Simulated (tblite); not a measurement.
# C2H7FSi: the cost of one run

Programs: tblite 0.8.0 and PySCF 2.14.0. All values are calculated, for the isolated system unless a continuum is named. Atoms count from 0, parts from 1.

## (1) The system as given

11 atoms, charge 0, multiplicity 1; geometry: distance geometry start.

## (2) Relaxing the cluster with GFN2-xTB

Job settings and geometry (Å):

```
{"job": {"kind": "relax", "xc": "GFN2-xTB", "basis": "xTB"}, "charge": 0, "multiplicity": 1}
Si    -1.205895     0.718685     0.764626
C     -1.262618    -0.168978     2.367768
C      0.567583     0.948360     0.280658
F     -1.927600     2.233530     0.945797
H     -1.878964    -0.028929    -0.247657
H     -2.148684     0.086367     2.862010
H     -1.251374    -1.196816     2.180749
H     -0.448868     0.061036     2.953042
H      0.643453     0.790658    -0.787319
H      0.877414     1.874890     0.519220
H      1.159312     0.238685     0.748086
```

With the program's defaults for keys left out, this is: GFN2-xTB geometry optimisation, gas phase.

On the command line:

```sh
$ OMP_NUM_THREADS=1 python cluster_run.py task.json out
```

One launch serves the whole session: the jobs run in the order shown.

**Question.** How long does this first job take on 1 thread of Intel Xeon Platinum 8175M at 2.50GHz, shared host?

About 2.7 s.
